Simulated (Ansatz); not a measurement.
**AlBrH6NSbSi: two geometries relaxed**

Aim: relax the geometries before and after the inversion of the pyramid at N1, and see whether they are two minima and how far apart in energy. SMILES of the start: [NH2][Al]([SbH2])[SiH2]Br.

Program: Ansatz 0.2.0. Level of theory: RKS B3LYP-D4/def2-SVP. These are calculated values, not measurements.

**1. Starting point**

Bond lengths: N1–Al2 1.859 Å, Al2–Sb3 2.621 Å, Al2–Si4 2.367 Å, Si4–Br5 2.280 Å, N1–H6 1.079 Å, N1–H7 1.069 Å, Sb3–H8 1.698 Å, Sb3–H9 1.793 Å, Si4–H10 1.394 Å, Si4–H11 1.510 Å. Angles (14 of 15 angles, heavy atoms first): N1–Al2–Sb3 118.9°, N1–Al2–Si4 121.6°, Sb3–Al2–Si4 119.4°, Al2–Si4–Br5 108.5°, Al2–N1–H6 109.6°, Al2–N1–H7 107.4°, Al2–Sb3–H8 92.5°, Al2–Sb3–H9 92.5°, Al2–Si4–H10 111.1°, Al2–Si4–H11 106.4°, Br5–Si4–H10 111.6°, Br5–Si4–H11 106.6°, H6–N1–H7 101.4°, H8–Sb3–H9 95.8°.

Structure file:

```xyz
11

N    -0.6967    1.4912    1.2064
Al    0.1518    0.0689    0.3618
Sb    1.1678   -1.8523    1.8266
Si    0.3971   -0.0098   -1.9909
Br   -0.6893    1.7812   -2.8902
H    -0.2649    2.4216    0.8713
H    -1.6846    1.5599    0.8029
H    -0.0286   -2.9556    1.3438
H     0.3124   -1.2902    3.2984
H     1.7429   -0.0299   -2.3538
H    -0.3425   -1.2420   -2.4557
```

**2. End point A**

Contents of input.yaml:

```yaml
crystal:
  periodic: [false, false, false]
  atoms:
    - { symbol: "N", position_ang: [-0.6967, 1.4912, 1.2064] }
    - { symbol: Al, position_ang: [0.1518, 0.0689, 0.3618] }
    - { symbol: Sb, position_ang: [1.1678, -1.8523, 1.8266] }
    - { symbol: Si, position_ang: [0.3971, -0.0098, -1.9909] }
    - { symbol: Br, position_ang: [-0.6893, 1.7812, -2.8902] }
    - { symbol: H, position_ang: [-0.2649, 2.4216, 0.8713] }
    - { symbol: H, position_ang: [-1.6846, 1.5599, 0.8029] }
    - { symbol: H, position_ang: [-0.0286, -2.9556, 1.3438] }
    - { symbol: H, position_ang: [0.3124, -1.2902, 3.2984] }
    - { symbol: H, position_ang: [1.7429, -0.0299, -2.3538] }
    - { symbol: H, position_ang: [-0.3425, -1.242, -2.4557] }
basis:
  gaussian: { orbitals: def2-SVP }
hamiltonian:
  xc: b3lyp
  dispersion: d4
relax:
  f_tol: 0.015
  max_steps: 40
```

The run is started by

```console
> ansatz run input.yaml --threads 2 --pin off --max-ram 3072MiB --backend cpu --events-out ev --progress --plain --runs-dir out
```

What it wrote (excerpt; [...] marks lines left out):

```text
Warning: RAYON_NUM_THREADS=2 ignored (pool sized by the plan → 2); use --threads N
[...]
Functional definition: B3LYP
[...]
1525 factors; integrals over basis functions are off by at most 5.3e-4 eV
[...]
mean field -92637.49506070 eV, -3404.3651515312 hartree, gradient 1.5e-5 eV, S^2 0.000000; 0 other end points of the search recorded, 0 dependent functions left out
[...]
reference -92637.49538814 eV, -3404.3651635644 hartree; 49, 49 occupied and 89, 89 virtual orbitals, 1525 factors
relax step   1: F+E_penalty+E_count = -92638.01502330 eV  Δ(F+E_penalty+E_count) = +0.000e0 eV  max|allowed force component| = 2.310e0 eV/Å  Δτ_max = 0.0000 Å  (28 SCF iters, accepted)
[...]
relax step   4: F+E_penalty+E_count = -92638.48506130 eV  Δ(F+E_penalty+E_count) = -6.727e-2 eV  max|allowed force component| = 1.330e0 eV/Å  Δτ_max = 0.1919 Å  (29 SCF iters, accepted)
[...]
relax step   7: F+E_penalty+E_count = -92638.80866835 eV  Δ(F+E_penalty+E_count) = -1.267e-1 eV  max|allowed force component| = 7.532e-1 eV/Å  Δτ_max = 0.2000 Å  (29 SCF iters, accepted)
[...]
relax step  10: F+E_penalty+E_count = -92638.95993905 eV  Δ(F+E_penalty+E_count) = -4.744e-3 eV  max|allowed force component| = 1.813e-1 eV/Å  Δτ_max = 0.1606 Å  (28 SCF iters, accepted)
[...]
relax step  12: F+E_penalty+E_count = -92638.96212317 eV  Δ(F+E_penalty+E_count) = +1.302e-3 eV  max|allowed force component| = 2.025e-1 eV/Å  Δτ_max = 0.1543 Å  (29 SCF iters, rejected (line search))
[...]
relax step  13: F+E_penalty+E_count = -92638.97001945 eV  Δ(F+E_penalty+E_count) = -6.594e-3 eV  max|allowed force component| = 3.901e-2 eV/Å  Δτ_max = 0.0612 Å  (29 SCF iters, accepted)
[...]
1525 factors; integrals over basis functions are off by at most 6.8e-4 eV
mean field -92638.45150028 eV, -3404.4003000377 hartree, gradient 1.2e-5 eV, S^2 0.000000; 0 other end points of the search recorded, 0 dependent functions left out
[...]
reference -92638.45182778 eV, -3404.4003120730 hartree; 49, 49 occupied and 89, 89 virtual orbitals, 1525 factors
```

**3. The log goes on: end point A relaxed**

Output, continued (excerpt; [...] marks lines left out):

```text
relax step  14: F+E_penalty+E_count = -92638.97069237 eV  Δ(F+E_penalty+E_count) = -6.729e-4 eV  max|allowed force component| = 2.278e-2 eV/Å  Δτ_max = 0.0535 Å  (29 SCF iters, accepted)
[...]
relax step  16: F+E_penalty+E_count = -92638.97064014 eV  Δ(F+E_penalty+E_count) = +2.630e-4 eV  max|allowed force component| = 7.071e-2 eV/Å  Δτ_max = 0.0254 Å  (30 SCF iters, rejected (line search))
[...]
relax step  18: F+E_penalty+E_count = -92638.97184467 eV  Δ(F+E_penalty+E_count) = -4.450e-4 eV  max|allowed force component| = 3.337e-2 eV/Å  Δτ_max = 0.0522 Å  (29 SCF iters, accepted)
[...]
relax step  20: F+E_penalty+E_count = -92638.97220092 eV  Δ(F+E_penalty+E_count) = -1.470e-4 eV  max|allowed force component| = 3.791e-2 eV/Å  Δτ_max = 0.0452 Å  (30 SCF iters, accepted)
[...]
Atom 1 at     0.148355     0.063329     0.418598 Å, force     0.000334    -0.006265    -0.013679 eV/Å
Atom 2 at     1.093577    -1.700138     2.180690 Å, force    -0.003495     0.008672     0.012535 eV/Å
Atom 3 at     0.377287    -0.074429    -2.024841 Å, force     0.003610    -0.004621    -0.007123 eV/Å
Atom 4 at    -0.550365     1.835478    -2.856063 Å, force    -0.000325     0.003444    -0.001359 eV/Å
Atom 5 at    -0.972150     2.268014     0.302119 Å, force     0.000152    -0.005327    -0.004884 eV/Å
Atom 6 at    -0.861985     1.825791     1.906483 Å, force    -0.004063     0.004933     0.007182 eV/Å
Atom 7 at     0.393197    -2.965736     1.241569 Å, force    -0.001652    -0.006771    -0.007757 eV/Å
Atom 8 at    -0.356256    -1.531013     3.101548 Å, force     0.005024     0.000792    -0.000503 eV/Å
Atom 9 at     1.783517    -0.120878    -2.532090 Å, force    -0.006759    -0.000601     0.003788 eV/Å
Atom 10 at    -0.345366    -1.213534    -2.669224 Å, force     0.002855     0.003946     0.003329 eV/Å
Dipole moment:     0.007422     0.018397     0.373726 e Å
```

Run time: 3.4 min. Hardware: 2 threads of Intel Xeon Platinum 8488C (Sapphire Rapids), shared host; peak memory 0.43 GiB.

The steps of the relaxation:

```csv
step,energy from step 1 (eV),largest force component (eV/Å)
1,0.0000,2.3095
2,-0.3019,0.9944
3,-0.4028,0.9862
4,-0.4700,1.3298
5,-0.5620,0.8962
6,-0.6669,1.1912
7,-0.7936,0.7532
8,-0.8870,0.4384
9,-0.9402,0.2017
10,-0.9449,0.1813
11,-0.9484,0.1351
12x,-0.9471,0.2025
13,-0.9550,0.0390
14,-0.9557,0.0228
15,-0.9559,0.0666
16x,-0.9556,0.0707
17,-0.9564,0.0305
18,-0.9568,0.0334
19,-0.9570,0.0323
20,-0.9572,0.0379
21,-0.9573,0.0369
22,-0.9575,0.0250
23,-0.9575,0.0201
24,-0.9576,0.0137
```

Step 1 is the start. 2 steps were tried and not accepted (marked x).

After: Bond lengths: N1–Al2 1.772 Å, Al2–Sb3 2.666 Å, Al2–Si4 2.458 Å, Si4–Br5 2.280 Å, N1–H6 1.018 Å, N1–H7 1.016 Å, Sb3–H8 1.725 Å, Sb3–H9 1.726 Å, Si4–H10 1.496 Å, Si4–H11 1.495 Å. Angles (14 of 15 angles, heavy atoms first): N1–Al2–Sb3 121.1°, N1–Al2–Si4 112.8°, Sb3–Al2–Si4 125.9°, Al2–Si4–Br5 106.1°, Al2–N1–H6 122.8°, Al2–N1–H7 127.0°, Al2–Sb3–H8 88.9°, Al2–Sb3–H9 89.4°, Al2–Si4–H10 115.2°, Al2–Si4–H11 115.2°, Br5–Si4–H10 106.6°, Br5–Si4–H11 106.5°, H6–N1–H7 110.2°, H8–Sb3–H9 91.2°.

**4. End point B**

The second end starts from a geometry with the move made by hand.

Changes to input.yaml since step 2:

```diff
@@ -8,4 +8,4 @@
     - { symbol: Br, position_ang: [-0.6893, 1.7812, -2.8902] }
-    - { symbol: H, position_ang: [-0.2649, 2.4216, 0.8713] }
-    - { symbol: H, position_ang: [-1.6846, 1.5599, 0.8029] }
+    - { symbol: H, position_ang: [-0.02176, 1.94749, 1.91396] }
+    - { symbol: H, position_ang: [-1.43864, 1.08028, 1.85767] }
     - { symbol: H, position_ang: [-0.0286, -2.9556, 1.3438] }
```

The run is started by

```console
> ansatz run input.yaml --threads 2 --pin off --max-ram 3072MiB --backend cpu --events-out ev --progress --plain --runs-dir out
```

What it wrote (excerpt; [...] marks lines left out):

```text
Warning: RAYON_NUM_THREADS=2 ignored (pool sized by the plan → 2); use --threads N
[...]
[... 1 set-up line as earlier in the session ...]
[...]
1526 factors; integrals over basis functions are off by at most 5.3e-4 eV
[...]
mean field -92637.46470349 eV, -3404.3640359245 hartree, gradient 1.2e-5 eV, S^2 0.000000; 0 other end points of the search recorded, 0 dependent functions left out
[...]
reference -92637.46503283 eV, -3404.3640480275 hartree; 49, 49 occupied and 89, 89 virtual orbitals, 1526 factors
relax step   1: F+E_penalty+E_count = -92637.98366791 eV  Δ(F+E_penalty+E_count) = +0.000e0 eV  max|allowed force component| = 2.472e0 eV/Å  Δτ_max = 0.0000 Å  (28 SCF iters, accepted)
[...]
relax step   7: F+E_penalty+E_count = -92638.84122087 eV  Δ(F+E_penalty+E_count) = -1.031e-1 eV  max|allowed force component| = 6.132e-1 eV/Å  Δτ_max = 0.2000 Å  (28 SCF iters, accepted)
[...]
relax step  13: F+E_penalty+E_count = -92638.96326642 eV  Δ(F+E_penalty+E_count) = -4.868e-3 eV  max|allowed force component| = 2.022e-1 eV/Å  Δτ_max = 0.1335 Å  (30 SCF iters, accepted)
[...]
relax step  19: F+E_penalty+E_count = -92638.96999583 eV  Δ(F+E_penalty+E_count) = -2.673e-4 eV  max|allowed force component| = 9.430e-2 eV/Å  Δτ_max = 0.0773 Å  (29 SCF iters, accepted)
[...]
relax step  24: F+E_penalty+E_count = -92638.97186387 eV  Δ(F+E_penalty+E_count) = -1.352e-4 eV  max|allowed force component| = 8.132e-2 eV/Å  Δτ_max = 0.0560 Å  (30 SCF iters, accepted)
relax step  25: F+E_penalty+E_count = -92638.97202112 eV  Δ(F+E_penalty+E_count) = -1.572e-4 eV  max|allowed force component| = 7.966e-2 eV/Å  Δτ_max = 0.0122 Å  (23 SCF iters, accepted)
```

**5. The output, continued: end point B relaxed**

The log, continued (excerpt; [...] marks lines left out):

```text
relax step  26: F+E_penalty+E_count = -92638.97233573 eV  Δ(F+E_penalty+E_count) = -3.146e-4 eV  max|allowed force component| = 1.228e-2 eV/Å  Δτ_max = 0.0202 Å  (24 SCF iters, accepted)
[...]
relax step  32: F+E_penalty+E_count = -92638.97268389 eV  Δ(F+E_penalty+E_count) = -2.696e-5 eV  max|allowed force component| = 1.735e-2 eV/Å  Δτ_max = 0.0187 Å  (24 SCF iters, accepted)
[...]
relax step  33: F+E_penalty+E_count = -92638.97270061 eV  Δ(F+E_penalty+E_count) = -1.672e-5 eV  max|allowed force component| = 1.197e-2 eV/Å  Δτ_max = 0.0091 Å  (23 SCF iters, accepted)
1526 factors; integrals over basis functions are off by at most 6.5e-4 eV
mean field -92638.45367042 eV, -3404.4003797886 hartree, gradient 2.4e-5 eV, S^2 0.000000; 1 other end points of the search recorded, 0 dependent functions left out
[...]
Atom 1 at     0.212077    -0.056982     0.607952 Å, force    -0.000345     0.001597     0.002746 eV/Å
Atom 2 at     1.180007    -1.958305     2.207228 Å, force    -0.004001    -0.000343     0.000096 eV/Å
Atom 3 at     0.314861    -0.030429    -1.847808 Å, force     0.000501    -0.000998    -0.006640 eV/Å
Atom 4 at    -0.553979     1.976375    -2.495804 Å, force     0.002193    -0.004800     0.001147 eV/Å
Atom 5 at    -0.833263     2.182793     0.694275 Å, force     0.000075    -0.000890     0.002038 eV/Å
Atom 6 at    -0.661516     1.635178     2.260749 Å, force     0.002035    -0.003692    -0.011968 eV/Å
Atom 7 at     0.443767    -3.145703     1.194703 Å, force    -0.000049     0.002367     0.002725 eV/Å
Atom 8 at    -0.244245    -1.842222     3.175135 Å, force     0.003839    -0.002076    -0.003674 eV/Å
Atom 9 at     1.690880    -0.106885    -2.428614 Å, force    -0.006173     0.000258     0.002572 eV/Å
Atom 10 at    -0.495007    -1.085347    -2.530774 Å, force     0.003570     0.005274     0.003560 eV/Å
Dipole moment:     0.020575    -0.010440     0.370364 e Å
```

It took 3.2 min on 2 threads of Intel Xeon Platinum 8488C (Sapphire Rapids), shared host; peak memory 0.43 GiB.

The steps of the relaxation, one in 2:

```csv
step,energy from step 1 (eV),largest force component (eV/Å)
1,0.0000,2.4716
3,-0.3905,1.2895
5,-0.6448,0.9874
7,-0.8576,0.6132
9,-0.9471,0.2698
11,-0.9638,0.4605
13,-0.9796,0.2022
15,-0.9851,0.0465
17x,-0.9854,0.1247
19,-0.9863,0.0943
21,-0.9871,0.0520
23,-0.9881,0.0543
25,-0.9884,0.0797
27,-0.9888,0.0232
29,-0.9889,0.0211
31,-0.9890,0.0180
33,-0.9890,0.0120
```

Step 1 is the start. 4 steps were tried and not accepted (marked x).

After: Bond lengths: N1–Al2 1.773 Å, Al2–Sb3 2.666 Å, Al2–Si4 2.458 Å, Si4–Br5 2.281 Å, N1–H6 1.018 Å, N1–H7 1.016 Å, Sb3–H8 1.725 Å, Sb3–H9 1.726 Å, Si4–H10 1.496 Å, Si4–H11 1.495 Å. Angles (14 of 15 angles, heavy atoms first): N1–Al2–Sb3 120.8°, N1–Al2–Si4 112.8°, Sb3–Al2–Si4 126.3°, Al2–Si4–Br5 106.1°, Al2–N1–H6 122.5°, Al2–N1–H7 127.3°, Al2–Sb3–H8 89.1°, Al2–Sb3–H9 89.4°, Al2–Si4–H10 115.2°, Al2–Si4–H11 115.2°, Br5–Si4–H10 106.6°, Br5–Si4–H11 106.5°, H6–N1–H7 110.2°, H8–Sb3–H9 91.3°.

**6. What came out**

| quantity | value |
| --- | --- |
| end A | 21 moves, 0.958 eV lower |
| end B | 28 moves, 0.989 eV lower |
| largest difference between the ends | 0.05 Å |
| end B relative to end A | -0.000 eV |

What this shows: The two relaxations end at one structure, within 0.05 Å: no second minimum was found from this start, which doesn't rule one out.
